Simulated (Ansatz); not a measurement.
# FH7OSi2: the cost of one run

Method: PBE0-D4, def2-SVP first, then def2-TZVP; program: Ansatz 0.2.0, Gaussian basis.

152 further runs of the same task are left out: 152 set aside as unsound or not needed.

### 1 The system as given

The guess: 11 atoms, charge 0, spin multiplicity 1.

Atoms are counted from 1 here; the program's logs count them from 0.

Bond lengths: Si1–H3 1.456 Å, Si1–H4 1.485 Å, Si1–Si5 2.300 Å, Si1–O7 1.829 Å, Si5–H8 1.466 Å, Si5–H9 1.471 Å, Si5–H10 1.461 Å, H6–O7 1.086 Å, O7–H11 0.961 Å. Angles: H3–Si1–H4 102.5°, H3–Si1–Si5 128.8°, H3–Si1–O7 105.5°, H4–Si1–Si5 111.9°, H4–Si1–O7 94.2°, Si5–Si1–O7 108.4°, Si1–Si5–H8 113.1°, Si1–Si5–H9 108.7°, Si1–Si5–H10 111.8°, H8–Si5–H9 107.3°, H8–Si5–H10 109.0°, H9–Si5–H10 106.7°, Si1–O7–H6 87.1°, Si1–O7–H11 117.3°, H6–O7–H11 112.3°.

Coordinates:

```
Si   -0.4151   -0.3596   -0.6547
F     1.2077    1.2033   -0.7624
H     0.0226   -0.4812   -2.0375
H    -1.7694   -0.9676   -0.6926
Si    0.7195   -0.9089    1.2695
H    -0.0092    1.6784   -0.5888
O    -1.0393    1.3514   -0.4874
H     0.7447    0.1792    2.2520
H     0.0471   -2.0536    1.9025
H     2.0910   -1.3288    0.9910
H    -1.5997    1.6874   -1.1915
```

Distances that are to change: Si1–O7 1.83 Å, F2–H6 1.32 Å, Si1–F2 2.26 Å, H6–O7 1.09 Å.

### 2 Constrained relaxation of the guess

The input, hold/in.yaml:

```yaml
crystal:
  periodic: [false, false, false]
  atoms:
    - {symbol: Si, position_ang: [-0.415100, -0.359600, -0.654700]}
    - {symbol: F, position_ang: [1.207700, 1.203300, -0.762400]}
    - {symbol: H, position_ang: [0.022600, -0.481200, -2.037500]}
    - {symbol: H, position_ang: [-1.769400, -0.967600, -0.692600]}
    - {symbol: Si, position_ang: [0.719500, -0.908900, 1.269500]}
    - {symbol: H, position_ang: [-0.009200, 1.678400, -0.588800]}
    - {symbol: O, position_ang: [-1.039300, 1.351400, -0.487400]}
    - {symbol: H, position_ang: [0.744700, 0.179200, 2.252000]}
    - {symbol: H, position_ang: [0.047100, -2.053600, 1.902500]}
    - {symbol: H, position_ang: [2.091000, -1.328800, 0.991000]}
    - {symbol: H, position_ang: [-1.599700, 1.687400, -1.191500]}
basis:
  gaussian: {orbitals: def2-SVP}
hamiltonian: {xc: pbe0, dispersion: d4}
relax: {f_tol: 0.04, max_steps: 150, escape_saddle: false, constraints: [{distance: [0, 6]}, {distance: [1, 5]}, {distance: [0, 1]}, {distance: [5, 6]}]}
```

Started as:

```bash
$ ansatz run in.yaml --threads 4 --pin off --events-out ev --progress --plain --max-ram 9574MiB
```

**Question.** How long does this run take on 4 threads of Arm Neoverse V2, shared host?

About 11 s.
